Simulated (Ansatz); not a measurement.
# BBrClFH2: the cost of one run

Program: Ansatz 0.2.0. Level of theory: RKS PBE0-D4/def2-SVP. These are calculated values, not measurements.

## 1. The structure to begin with

Bond lengths: B1–Cl2 2.210 Å, B1–F3 1.320 Å, B1–H4 1.190 Å, B1–Br5 2.340 Å, Cl2–H6 1.335 Å, Br5–H6 1.477 Å. Angles: B1–Cl2–H6 76.2°, Cl2–B1–F3 120.0°, Cl2–B1–H4 120.0°, Cl2–B1–Br5 71.6°, F3–B1–H4 120.0°, F3–B1–Br5 96.8°, H4–B1–Br5 101.3°, B1–Br5–H6 69.7°, Cl2–H6–Br5 142.6°.

Structure file:

```xyz
6

B     0.0000    0.0000    0.0000
Cl    0.0000    0.0000    2.2100
F     1.1431    0.0000   -0.6600
H    -1.0305    0.0000   -0.5950
Br    0.1049    2.2181    0.7379
H     0.0612    1.2949    1.8904
```

## 2. Pulling towards end A

Springs on the bonds that form and break draw the guess towards this end; the thresholds are loose.

File input.yaml:

```yaml
crystal:
  periodic: [false, false, false]
  atoms:
    - { symbol: B, position_ang: [0.0, 0.0, 0.0] }
    - { symbol: Cl, position_ang: [0.0, 0.0, 2.21] }
    - { symbol: F, position_ang: [1.1431, 0.0, -0.66] }
    - { symbol: H, position_ang: [-1.0305, 0.0, -0.595] }
    - { symbol: Br, position_ang: [0.1049, 2.2181, 0.7379] }
    - { symbol: H, position_ang: [0.0612, 1.2949, 1.8904] }
basis:
  gaussian: { orbitals: def2-SVP }
hamiltonian:
  xc: pbe0
  dispersion: d4
relax:
  f_tol: 0.15
  max_steps: 25
  restrain:
    - { distance: [0, 4], at: 3.24, k: 30.0 }
    - { distance: [5, 1], at: 2.57, k: 30.0 }
    - { distance: [0, 1], at: 1.86, k: 30.0 }
    - { distance: [5, 4], at: 1.55, k: 30.0 }
```

On the command line:

```
> ansatz run input.yaml --threads 2 --pin off --max-ram 3072MiB --backend cpu --events-out ev --progress --plain --runs-dir out
```

Q: Estimate wall time and peak memory on 2 threads of AMD EPYC 7R43 (Zen 3), shared host.

About 21 s, with a peak of 0.21 GiB.
